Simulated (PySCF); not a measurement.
# CH9NSi5: runs on many settings

Which settings matter for CH9NSi5 (`N#C[SiH]1[SiH2][SiH2][SiH2][SiH2]1`)?

Computed with PySCF 2.14.0, with density-fitted response routines of our own, on a single molecule in the gas phase. Atoms are numbered from 0 throughout.

### 1 Starting geometry

16 atoms, charge 0, multiplicity 1; geometry from: GFN2-xTB.

Bonds of the start (Å): N0–C1 1.15, C1–Si2 1.86, Si2–Si3 2.35, Si3–Si4 2.34, Si4–Si5 2.34, Si5–Si6 2.34, Si6–Si2 2.35, Si2–H7 1.47, Si3–H8 1.47, Si3–H9 1.46, Si4–H10 1.47, Si4–H11 1.47, Si5–H12 1.47, Si5–H13 1.47, Si6–H14 1.47, Si6–H15 1.46.

### 2 NMR shieldings: PBE0/pcSseg-1

Job settings and geometry (Å):

```
{"job": {"kind": "nmr", "xc": "PBE0", "basis": "pcSseg-1"}, "charge": 0, "multiplicity": 1}
N     -2.713292     0.485379     2.650368
C     -2.380800     0.405082     1.554823
Si    -1.747998     0.258993    -0.191500
Si    -0.691759    -1.831501    -0.313518
Si     1.595811    -1.425206    -0.040233
Si     1.945982     0.887478    -0.110804
Si    -0.122491     1.934795    -0.421167
H     -2.994337     0.425798    -0.952985
H     -0.980723    -2.419669    -1.629170
H     -1.248689    -2.791286     0.642539
H      2.077628    -1.998067     1.221257
H      2.375111    -2.124300    -1.069588
H      2.594971     1.365632     1.114806
H      2.883432     1.258739    -1.177811
H     -0.239538     2.511990    -1.767707
H     -0.360906     3.065086     0.479279
```

Method: GIAO PBE0/pcSseg-1 NMR shielding, non-relativistic, gas phase.

Run with:

```sh
OMP_NUM_THREADS=1 python probes_run.py task.json out
```

This one command runs all jobs of the session in turn.

Log:

```text
coarse grid: 15848 points
cycle   1  E = -1544.8738775238  dE =  2.924e-01  |g| = 3.794e-01  |ddm| = 3.758e+00
cycle   2  E = -1544.7617016244  dE =  1.122e-01  |g| = 7.890e-01  |ddm| = 9.800e-01
cycle   3  E = -1544.9111497744  dE = -1.494e-01  |g| = 1.015e-01  |ddm| = 6.032e-01
cycle   4  E = -1544.9133405756  dE = -2.191e-03  |g| = 3.190e-02  |ddm| = 1.231e-01
cycle   5  E = -1544.9136294049  dE = -2.888e-04  |g| = 4.534e-03  |ddm| = 4.790e-02
cycle   6  E = -1544.9136366236  dE = -7.219e-06  |g| = 1.193e-03  |ddm| = 1.010e-02
final grid: 130184 points
cycle   7  E = -1544.9492823030  dE = -1.428e-05  |g| = 2.777e-03  |ddm| = 1.914e-02
cycle   8  E = -1544.9492810351  dE =  1.268e-06  |g| = 3.350e-03  |ddm| = 5.484e-03
cycle   9  E = -1544.9492831167  dE = -2.082e-06  |g| = 1.572e-03  |ddm| = 3.285e-03
cycle  10  E = -1544.9492836334  dE = -5.167e-07  |g| = 2.257e-04  |ddm| = 1.034e-03
cycle  11  E = -1544.9492836482  dE = -1.486e-08  |g| = 2.807e-05  |ddm| = 3.518e-04
cycle  12  E = -1544.9492836484  dE = -2.010e-10  |g| = 9.697e-06  |ddm| = 6.369e-05
converged SCF energy = -1544.9492836484

GIAO shielding tensors (ppm)
atom      isotropic    diamagn.    paramagn.     s11        s22        s33       span
  0 N     -106.817     337.604    -444.421   -305.060   -297.195    281.803    586.863
  1 C       62.948     263.908    -200.960    -55.203    -46.826    290.874    346.076
  2 Si     448.053     880.396    -432.343    421.483    442.548    480.129     58.646
  3 Si     461.699     880.471    -418.772    432.766    463.755    488.575     55.809
  4 Si     468.808     880.386    -411.578    443.413    467.346    495.664     52.252
  5 Si     468.907     880.383    -411.475    443.762    467.220    495.741     51.979
  6 Si     461.685     880.466    -418.781    432.768    463.584    488.703     55.934
  7 H       27.260      28.080      -0.820     23.654     24.491     33.635      9.982
  8 H       28.152      29.171      -1.019     24.060     25.534     34.862     10.802
  9 H       27.868      29.190      -1.322     23.718     25.376     34.510     10.792
 10 H       27.984      29.436      -1.452     23.869     25.302     34.783     10.914
 11 H       28.084      29.095      -1.011     23.759     25.420     35.073     11.314
 12 H       27.984      29.422      -1.438     23.863     25.297     34.792     10.929
 13 H       28.088      29.098      -1.010     23.767     25.424     35.071     11.304
 14 H       28.150      29.161      -1.011     24.051     25.533     34.866     10.815
 15 H       27.870      29.190      -1.320     23.718     25.383     34.509     10.791
```

Wall time 2.4 min (1 thread, shared host).

The references, computed at this level on geometries of the same kind, shield at (ppm): 1H TMS 31.72, 13C TMS 186.9, 29Si TMS 349.2, 15N NH3 267.7. Their shielding less the atom's gives the shift. The references are single molecules in the gas phase, so shifts against H2O, NH3, PH3, H3PO4 or CFCl3 are not on the usual liquid scales and can be off by tens of ppm. Atoms listed in one row are averaged.

```
   atoms                                                    environment  σ (ppm)  δ (ppm)  δ scaled to CDCl3
      C1                                                 nitrile carbon     62.9    124.0              119.1
      H7  hydrogen on a silicon bonded to C, 2 Si, in a 5-membered ring    27.26     4.46                  –
 H9, H15     hydrogen on a silicon bonded to 2 Si, in a 5-membered ring    27.87     3.85                  –
H10, H12     hydrogen on a silicon bonded to 2 Si, in a 5-membered ring    27.98     3.73                  –
H11, H13     hydrogen on a silicon bonded to 2 Si, in a 5-membered ring    28.09     3.63                  –
 H8, H14     hydrogen on a silicon bonded to 2 Si, in a 5-membered ring    28.15     3.57                  –
      N0                                               nitrile nitrogen   -106.8    374.5                  –
     Si2             silicon bonded to C, 2 Si, H, in a 5-membered ring    448.1    -98.9                  –
Si3, Si6              silicon bonded to 2 Si, 2 H, in a 5-membered ring    461.7   -112.5                  –
Si4, Si5              silicon bonded to 2 Si, 2 H, in a 5-membered ring    468.9   -119.7                  –
```

The scaled column applies a straight-line fit of computed shieldings to shifts measured in CDCl3 (root-mean-square error 0.16 ppm for H, 1.9 ppm for C).

The run also stored atomic charges by several schemes (e):

```
   atoms  Mulliken    IAO  Hirshfeld  ESP fit
      N0     -0.21  -0.21      -0.21    -0.41
      C1     -0.18  -0.14      -0.04     0.22
     Si2      0.15   0.31       0.21     0.10
Si3, Si6      0.08   0.17       0.16     0.14
Si4, Si5      0.02   0.16       0.15     0.13
```

Mayer bond orders: N0–C1 2.93, C1–Si2 0.80, Si2–Si3 0.86, Si3–Si4 0.84, Si4–Si5 0.85, Si5–Si6 0.84, Si6–Si2 0.86.

Ring of atoms Si2, Si3, Si4, Si5, Si6: NICS(0) -2.2, NICS(1) -2.6, NICS(1)zz 1.1 ppm (means of both faces).

Orbitals, density, ELF and potential are computed afterwards from the orbital file.

Frontier orbitals at PBE0/pcSseg-1, with the share of their density that lies nearest to each atom:

```
orbital  energy (eV)                                                      lies on
   HOMO        -8.26                  Si2 24 %; Si3, Si6 about 16 % each; N0 10 %
   LUMO        -1.94  Si2 13 %; 4 Si atoms about 9 % each; H8, H14 about 6 % each
```

ELF in a plane through or near 5 of the atoms.

Ten even steps from ' ' (0.00) to '@' (1.00):
```
                                                        
                                                        
                                                        
                            ..::--::..                  
            ::..      ....::--++##**::                  
        --%%@@@@##::::====....::++++::                  
      ..##@@@@@@@@**++%%**::##%%  --::                  
        ##@@@@@@@@----@@%%..::::==%%**::                
        ..++%%%%++..::**##++++@@@@##==--::..            
            ..--++##**==..  ::##::++##  ==--            
            ..--++##**==....::##::++##..==--            
        ..**%%%%**..::**##++++%%@@##==--::..            
      ..##@@@@@@@@----@@%%..----==%%**::..              
      ..##@@@@@@@@**++%%**::####  --::                  
        ::%%@@@@**::::====....::++++::                  
            ::..      ....::--++##++::                  
                            ..::--::..                  
                                                        
                                                        
                                                        
```
The map spans 11.6 Å across and 11.1 Å up, centred on the molecule. Atoms in the plane (x, y in Å): Si2 (1.7, 0.0), Si3 (0.3, 1.9), Si6 (0.3, -1.9), H11 (-2.8, 1.7), H13 (-2.8, -1.7).

log10 of the density (e/Å³) in the same plane.

Ten even steps from '0' (-4.0) to '9' (1.5):
```
0000000000000000000000000000
0000000000000111110000000000
0000000001112223222100000000
0000011222233344443210000000
0001223333344555554321000000
0012344554455666654321100000
0012356766666899655432210000
0012456776666687665543221000
0012345666666666666554322000
0012234556655556689665432100
0012234556655556699665432100
0012345666666666666554332100
0012456776666687665543221000
0012356666666899655432210000
0012344554455666654321100000
0001223333344555554321000000
0000011222223344433210000000
0000000001112223222100000000
0000000000000111110000000000
0000000000000000000000000000
```
The map spans 11.6 Å across and 11.1 Å up, centred on the molecule. Atoms in the plane (x, y in Å): Si2 (1.7, 0.0), Si3 (0.3, 1.9), Si6 (0.3, -1.9), H11 (-2.8, 1.7), H13 (-2.8, -1.7).

On the surface of density 0.002 e/bohr³ the electrostatic potential runs, from the 1st to the 99th percentile, from -1.70 V near N0 to 1.80 V near Si2.

### 3 Ultraviolet spectrum: PBE0/def2-SVPD

Same as in step 2 but for these lines:

```diff
@@ -1,2 +1,2 @@
-{"job": {"kind": "nmr", "xc": "PBE0", "basis": "pcSseg-1"}, "charge": 0, "multiplicity": 1}
+{"job": {"kind": "uv", "xc": "PBE0", "basis": "def2-SVPD", "nstates": 6, "ntriplets": 2}, "charge": 0, "multiplicity": 1}
 N     -2.713292     0.485379     2.650368
```

Level: TDDFT PBE0/def2-SVPD, vertical, gas phase, core orbitals frozen in the response.

Log:

```text
coarse grid: 15848 points
cycle   1  E = -1544.2704914675  dE =  2.624e-01  |g| = 3.555e-01  |ddm| = 5.128e+00
cycle   2  E = -1544.1601256407  dE =  1.104e-01  |g| = 7.661e-01  |ddm| = 1.302e+00
cycle   3  E = -1544.3058952370  dE = -1.458e-01  |g| = 8.432e-02  |ddm| = 8.555e-01
cycle   4  E = -1544.3074621845  dE = -1.567e-03  |g| = 3.559e-02  |ddm| = 1.695e-01
cycle   5  E = -1544.3078666740  dE = -4.045e-04  |g| = 4.687e-03  |ddm| = 6.359e-02
cycle   6  E = -1544.3078754104  dE = -8.736e-06  |g| = 1.004e-03  |ddm| = 1.347e-02
final grid: 130184 points
cycle   7  E = -1544.4954819938  dE = -1.162e-05  |g| = 1.996e-03  |ddm| = 5.338e-02
cycle   8  E = -1544.4954804470  dE =  1.547e-06  |g| = 3.291e-03  |ddm| = 8.064e-03
cycle   9  E = -1544.4954829916  dE = -2.545e-06  |g| = 9.032e-04  |ddm| = 4.156e-03
cycle  10  E = -1544.4954831863  dE = -1.947e-07  |g| = 8.220e-05  |ddm| = 9.742e-04
cycle  11  E = -1544.4954831886  dE = -2.361e-09  |g| = 3.548e-05  |ddm| = 2.525e-04
cycle  12  E = -1544.4954831892  dE = -5.271e-10  |g| = 7.132e-06  |ddm| = 9.883e-05
converged SCF energy = -1544.4954831892

Static polarisability (au): isotropic 158.823, principal 132.714 167.455 176.299

Singlet excitations
state   eV       nm        f      main configurations
  1   4.9545    250.2   0.00167   H->L 0.99
  2   5.1382    241.3   0.00158   H-1->L 0.99
  3   5.8564    211.7   0.00040   H-2->L 0.67, H-3->L 0.31
  4   5.8791    210.9   0.00417   H-3->L 0.66, H-2->L 0.31
  5   6.3364    195.7   0.08616   H->L+1 0.82
  6   6.3553    195.1   0.00449   H-1->L+1 0.29, H->L+2 0.25, H->L+3 0.24

Triplet excitations (Tamm-Dancoff, eV): 4.6508 4.8487
```

Wall time 2.5 min (1 thread, shared host).

The orbitals next to the gap, with their largest atomic shares:

```
orbital     eV                         atoms
 HOMO−3  -8.92  Si5 20 %, Si3 14 %, Si2 13 %
 HOMO−2  -8.92  Si4 20 %, Si6 17 %, Si3 12 %
 HOMO−1  -8.35  Si5 27 %, Si4 27 %, Si6 12 %
   HOMO  -8.18  Si2 23 %, Si3 18 %, Si6 18 %
   LUMO  -1.97  Si2 17 %, Si6 15 %, Si3 15 %
 LUMO+1  -0.93  Si2 18 %, Si6 12 %, Si3 12 %
 LUMO+2  -0.74  Si2 17 %, Si3 14 %, Si6 14 %
```

With each of the 6 states as a Gaussian band of 0.4 eV half-width at 1/e, the curve within the window shown has maxima at 244 nm (ε 130), 196 nm (ε 3,700) L/(mol cm). Beyond the last state computed it falls off for lack of states. The curve at chosen wavelengths:

(nm, ε (L/mol/cm)): (186, 1955), (190, 3025), (194, 3664), (198, 3586), (202, 2922), (206, 2046), (210, 1272), (213, 842), (217, 468), (221, 263), (225, 163), (229, 123), (233, 114), (237, 118), (241, 125), (245, 128), (249, 123), (253, 111), (257, 94), (260, 80), (264, 62), (268, 46), (272, 32), (276, 22), (280, 14), (284, 9)

Leading natural transition orbitals of singlet state 5: the hole lies on Si2 21 %; Si3, Si6 about 16 % each; N0 10 %; the particle on Si2 12 %; C1 11 %; N0 11 %.

Leading natural transition orbitals of singlet state 1: the hole lies on Si2 25 %; Si3, Si6 about 17 % each; N0 8 %; the particle on Si2 16 %; 4 Si atoms about 9 % each; C1 7 %.

Ground-state properties from the same run:

```
           property  computed
  dipole moment (D)      4.10
polarisability (Å³)     23.54
 HOMO–LUMO gap (eV)      6.21
      −ε(HOMO) (eV)      8.18
```

### 4 NMR shieldings: PBE0/pcSseg-1

Same as in step 3 but for these lines:

```diff
@@ -1,2 +1,2 @@
-{"job": {"kind": "uv", "xc": "PBE0", "basis": "def2-SVPD", "nstates": 6, "ntriplets": 2}, "charge": 0, "multiplicity": 1}
+{"job": {"kind": "nmr", "xc": "PBE0", "basis": "pcSseg-1", "pop": false}, "charge": 0, "multiplicity": 1}
 N     -2.713292     0.485379     2.650368
```

Method: GIAO PBE0/pcSseg-1 NMR shielding, non-relativistic, gas phase.

Log:

```text
coarse grid: 15848 points
cycle   1  E = -1544.8738775238  dE =  2.924e-01  |g| = 3.794e-01  |ddm| = 3.758e+00
cycle   2  E = -1544.7617016244  dE =  1.122e-01  |g| = 7.890e-01  |ddm| = 9.800e-01
cycle   3  E = -1544.9111497744  dE = -1.494e-01  |g| = 1.015e-01  |ddm| = 6.032e-01
cycle   4  E = -1544.9133405756  dE = -2.191e-03  |g| = 3.190e-02  |ddm| = 1.231e-01
cycle   5  E = -1544.9136294049  dE = -2.888e-04  |g| = 4.534e-03  |ddm| = 4.790e-02
cycle   6  E = -1544.9136366236  dE = -7.219e-06  |g| = 1.193e-03  |ddm| = 1.010e-02
final grid: 130184 points
cycle   7  E = -1544.9492823030  dE = -1.428e-05  |g| = 2.777e-03  |ddm| = 1.914e-02
cycle   8  E = -1544.9492810351  dE =  1.268e-06  |g| = 3.350e-03  |ddm| = 5.484e-03
cycle   9  E = -1544.9492831167  dE = -2.082e-06  |g| = 1.572e-03  |ddm| = 3.285e-03
cycle  10  E = -1544.9492836334  dE = -5.167e-07  |g| = 2.257e-04  |ddm| = 1.034e-03
cycle  11  E = -1544.9492836482  dE = -1.486e-08  |g| = 2.807e-05  |ddm| = 3.518e-04
cycle  12  E = -1544.9492836484  dE = -2.010e-10  |g| = 9.697e-06  |ddm| = 6.369e-05
converged SCF energy = -1544.9492836484

GIAO shielding tensors (ppm)
atom      isotropic    diamagn.    paramagn.     s11        s22        s33       span
  0 N     -106.817     337.604    -444.421   -305.060   -297.195    281.803    586.863
  1 C       62.948     263.908    -200.960    -55.203    -46.826    290.874    346.076
  2 Si     448.053     880.396    -432.343    421.483    442.548    480.129     58.646
  3 Si     461.699     880.471    -418.772    432.766    463.755    488.575     55.809
  4 Si     468.808     880.386    -411.578    443.413    467.346    495.664     52.252
  5 Si     468.907     880.383    -411.475    443.762    467.220    495.741     51.979
  6 Si     461.685     880.466    -418.781    432.768    463.584    488.703     55.934
  7 H       27.260      28.080      -0.820     23.654     24.491     33.635      9.982
  8 H       28.152      29.171      -1.019     24.060     25.534     34.862     10.802
  9 H       27.868      29.190      -1.322     23.718     25.376     34.510     10.792
 10 H       27.984      29.436      -1.452     23.869     25.302     34.783     10.914
 11 H       28.084      29.095      -1.011     23.759     25.420     35.073     11.314
 12 H       27.984      29.422      -1.438     23.863     25.297     34.792     10.929
 13 H       28.088      29.098      -1.010     23.767     25.424     35.071     11.304
 14 H       28.150      29.161      -1.011     24.051     25.533     34.866     10.815
 15 H       27.870      29.190      -1.320     23.718     25.383     34.509     10.791
```

Wall time 87 s (1 thread, shared host).

Key values: δ C1 124.0, N0 374.5, Si2 -98.9, Si3 -112.5, H7 4.46, H9 3.85 ppm (means over like atoms).

### 5 Ultraviolet spectrum: PBE0/STO-3G

Same as in step 4 but for these lines:

```diff
@@ -1,2 +1,2 @@
-{"job": {"kind": "nmr", "xc": "PBE0", "basis": "pcSseg-1", "pop": false}, "charge": 0, "multiplicity": 1}
+{"job": {"kind": "uv", "xc": "PBE0", "basis": "STO-3G", "nstates": 6, "ntriplets": 2, "tda": false, "scf": {"conv": 1e-06}, "grid": 3}, "charge": 0, "multiplicity": 1}
 N     -2.713292     0.485379     2.650368
```

With the program's defaults for keys left out, this is: TDDFT PBE0/STO-3G, vertical, gas phase, core orbitals frozen in the response.

Log:

```text
final grid: 212192 points
cycle   1  E = -1527.1145711639  dE = -4.566e-01  |g| = 3.473e-01  |ddm| = 4.752e+00
cycle   2  E = -1526.9919436625  dE =  1.226e-01  |g| = 7.781e-01  |ddm| = 1.120e+00
cycle   3  E = -1527.1523539770  dE = -1.604e-01  |g| = 3.747e-02  |ddm| = 7.474e-01
cycle   4  E = -1527.1529034612  dE = -5.495e-04  |g| = 9.699e-03  |ddm| = 8.359e-02
cycle   5  E = -1527.1529394403  dE = -3.598e-05  |g| = 1.285e-03  |ddm| = 1.875e-02
cycle   6  E = -1527.1529402925  dE = -8.522e-07  |g| = 2.171e-04  |ddm| = 3.168e-03
converged SCF energy = -1527.1529402925

Static polarisability (au): isotropic 74.148, principal 60.330 78.467 83.648

Singlet excitations
state   eV       nm        f      main configurations
  1   8.7098    142.4   0.00840   H->L+1 0.40, H->L+2 0.17
  2   9.0072    137.7   0.03208   H->L+1 0.35, H-1->L 0.21, H->L+2 0.13
  3   9.0549    136.9   0.08692   H->L 0.64, H-2->L+1 0.11, H-1->L+1 0.09
  4   9.1541    135.4   0.00225   H->L+2 0.49, H-1->L 0.22, H-2->L 0.18
  5   9.3605    132.5   0.00747   H-4->L 0.63, H-6->L 0.10, H-1->L 0.09
  6   9.4209    131.6   0.08316   H-1->L+1 0.84

Triplet excitations (Tamm-Dancoff, eV): 7.0356 7.7399
```

Wall time 25 s (1 thread, shared host).

Key values: HOMO -5.77 eV, LUMO 4.31 eV; lowest singlet 8.71 eV.

### 6 Ultraviolet spectrum: HCTH407/3-21G

Same as in step 5 but for these lines:

```diff
@@ -1,2 +1,2 @@
-{"job": {"kind": "uv", "xc": "PBE0", "basis": "STO-3G", "nstates": 6, "ntriplets": 2, "tda": false, "scf": {"conv": 1e-06}, "grid": 3}, "charge": 0, "multiplicity": 1}
+{"job": {"kind": "uv", "xc": "HCTH407", "basis": "3-21G", "nstates": 1, "ntriplets": 5, "tda": false}, "charge": 0, "multiplicity": 1}
 N     -2.713292     0.485379     2.650368
```

Method: TDDFT HCTH407/3-21G, vertical, gas phase, core orbitals frozen in the response.

Log:

```text
coarse grid: 15848 points
cycle   1  E = -1537.5408364897  dE = -6.324e-01  |g| = 3.466e-01  |ddm| = 3.932e+00
cycle   2  E = -1537.3452104521  dE =  1.956e-01  |g| = 9.451e-01  |ddm| = 1.398e+00
cycle   3  E = -1537.5705577594  dE = -2.253e-01  |g| = 1.493e-01  |ddm| = 1.019e+00
cycle   4  E = -1537.5759888605  dE = -5.431e-03  |g| = 3.325e-02  |ddm| = 2.220e-01
cycle   5  E = -1537.5764002192  dE = -4.114e-04  |g| = 5.025e-03  |ddm| = 7.468e-02
cycle   6  E = -1537.5764098142  dE = -9.595e-06  |g| = 1.528e-03  |ddm| = 1.408e-02
final grid: 130184 points
cycle   7  E = -1537.6702152161  dE = -3.502e-05  |g| = 2.548e-03  |ddm| = 4.281e-02
cycle   8  E = -1537.6702143997  dE =  8.164e-07  |g| = 2.636e-03  |ddm| = 1.036e-02
cycle   9  E = -1537.6702169361  dE = -2.536e-06  |g| = 1.311e-03  |ddm| = 6.778e-03
cycle  10  E = -1537.6702171789  dE = -2.428e-07  |g| = 8.785e-04  |ddm| = 1.535e-03
cycle  11  E = -1537.6702173593  dE = -1.804e-07  |g| = 2.388e-05  |ddm| = 7.685e-04
cycle  12  E = -1537.6702173595  dE = -2.447e-10  |g| = 6.896e-06  |ddm| = 6.745e-05
converged SCF energy = -1537.6702173595

Static polarisability (au): isotropic 136.024, principal 109.310 146.354 152.408

Singlet excitations
state   eV       nm        f      main configurations
  1   5.6141    220.8   0.00130   H->L 0.99

Triplet excitations (Tamm-Dancoff, eV): 5.4085 5.5930 5.6617 5.8335 5.8583
```

Wall time 39 s (1 thread, shared host).

This run: HOMO -7.37 eV, LUMO -1.83 eV; lowest singlet 5.61 eV.

### 7 Side by side: electronic excitations

Excitations and ground-state properties, with basis size and wall time:

```
           run  lowest singlet (eV)  brightest (eV)      f  gap (eV)  α (Å³)  μ (D)  functions     time
PBE0/def2-SVPD                 4.95            6.34  0.086      6.21   23.54   4.10        232  2.5 min
   PBE0/STO-3G                 8.71            9.05  0.087     10.07   10.99   3.99         64     25 s
 HCTH407/3-21G                 5.61            5.61  0.001      5.54   20.16   3.58        101     39 s
```

### 8 What came out

| quantity | value |
| --- | --- |
| 13C shifts against TMS (PBE0/pcSseg-1) | 124.0 ppm |
| 1H shifts against TMS (PBE0/pcSseg-1, means over atoms taken as alike) | 4.46, 3.85, 3.73, 3.63, 3.57 ppm |
| 15N shifts against NH3 (PBE0/pcSseg-1) | 374.5 ppm |
| 29Si shifts against TMS (PBE0/pcSseg-1, means over atoms taken as alike) | -98.9, -112.5, -119.7 ppm |
| surface potential, 1st and 99th percentile | -1.70 V and 1.80 V |
| lowest singlet (PBE0/def2-SVPD) | 4.95 eV (250 nm), f = 0.002 |
| brightest single state of those computed | state 5, 6.34 eV, f = 0.086 |
| lowest triplet | 4.65 eV |
| range of the lowest singlet | 4.95 to 8.71 eV |
| property runs in this session | 5, of which 0 failed and 1 gave unsound results |

**Reading.** Single values in the summary come from the first run of each kind that ended normally (PBE0/pcSseg-1; PBE0/def2-SVPD), which need not be the best level. At PBE0/pcSseg-1: The largest span, 587 ppm, is at N0, where the paramagnetic term is -444 ppm. At PBE0/pcSseg-1, counted by nearest atom on the grid, the HOMO lies on Si2 24 %; Si3, Si6 about 16 % each, the LUMO on Si2 13 %; 4 Si atoms about 9 % each. The first singlet state (HOMO→LUMO 0.99) lies at 4.95 eV and is weak; of the 6 states computed, the strongest absorption comes from state 5 at 6.34 eV. The lowest triplet lies 0.30 eV below the lowest singlet (triplets in Tamm-Dancoff, singlets in full TDDFT). The lowest singlet runs from 4.95 eV (PBE0/def2-SVPD) to 8.71 eV (PBE0/STO-3G), while the orbital gap spans 5.54 to 10.07 eV. A minimal basis can't describe excited states, so its value is no measure of the functional. The lowest state need not be the same one in every run. The runs solved for a few states only, so the brightest column depends on that window.
